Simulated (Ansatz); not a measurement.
BH5O, SMILES [BH3-][OH2+]: the interaction energy of a dimer with the counterpoise correction, run with the Python package of Ansatz (0.2.0).

`run_dimer.py`:
```python
# -*- coding: utf-8 -*-
import ansatz

FIRST = [
    ('B', (-0.2248, -0.4733, -0.2205)),
    ('O', (0.3033, 0.5169, 0.7369)),
    ('H', (0.201, -1.4978, -0.1121)),
    ('H', (-1.3707, -0.5238, -0.0406)),
    ('H', (-0.093, -0.0546, -1.3683)),
    ('H', (-0.1011, 1.4137, 0.5243)),
    ('H', (1.285, 0.6188, 0.48)),
]
SECOND = [
    ('B', (0.7458, 4.2374, 1.1679)),
    ('O', (1.7944, 4.0277, 2.1839)),
    ('H', (0.3948, 5.2912, 1.0726)),
    ('H', (1.2007, 3.9019, 0.1538)),
    ('H', (-0.193, 3.4715, 1.3736)),
    ('H', (2.0035, 3.0442, 2.2286)),
    ('H', (1.3306, 4.2246, 3.0707)),
]

def energy(atoms, ghosts=()):
    molecule = ansatz.Crystal.molecule()
    for symbol, xyz in atoms:
        molecule = molecule.atom(symbol, xyz)
    calc = (
        molecule.calculation()
        .basis(gaussian='cc-pVDZ')
        .functional('HF')
    )
    deck = calc.input()
    if ghosts:
        deck = deck.set(ansatz.key.basis.gaussian.ghost_atoms, [{'symbol': s, 'position_ang': list(xyz)} for s, xyz in ghosts])
    return ansatz.Session.from_dict(deck).plan().execute().report['free_energy_ev']

both = energy(FIRST + SECOND)
alone = energy(FIRST) + energy(SECOND)
ghosted = energy(FIRST, SECOND) + energy(SECOND, FIRST)
print(f'dimer {both:.6f} eV')
print(f'interaction, uncorrected   {(both - alone):8.3f} eV')
print(f'interaction, counterpoise  {(both - ghosted):8.3f} eV')
print(f'basis-set superposition    {(alone - ghosted):8.3f} eV')
```

How large is the interaction at this pose, and how much of it is basis-set superposition?

Uncorrected it is -0.135 eV, with the counterpoise correction -0.123 eV; the difference, 0.01 eV, is the superposition error.

The output:

```console
$ python run_dimer.py
dimer -5572.990012 eV
interaction, uncorrected     -0.135 eV
interaction, counterpoise    -0.123 eV
basis-set superposition       0.012 eV
```

Caveats:
- Total energies depend on the basis set; only differences at equal settings carry meaning.
- The dimer is a generated trial pose of unrelaxed monomers, not a minimum, so the figure is no binding energy, and the basis set is small.
- Hartree-Fock leaves correlation out, so bond, atomisation and ionisation energies come out well too low.
- This level lacks the dispersion part of the attraction (electrostatics and induction are there), which can decide the sign where the interaction is weak.
- Hardware and time: 1.3 s on 1 thread of Intel(R) Xeon(R) 6975P-C (Granite Rapids) (shared host), peak memory 0.22 GiB.
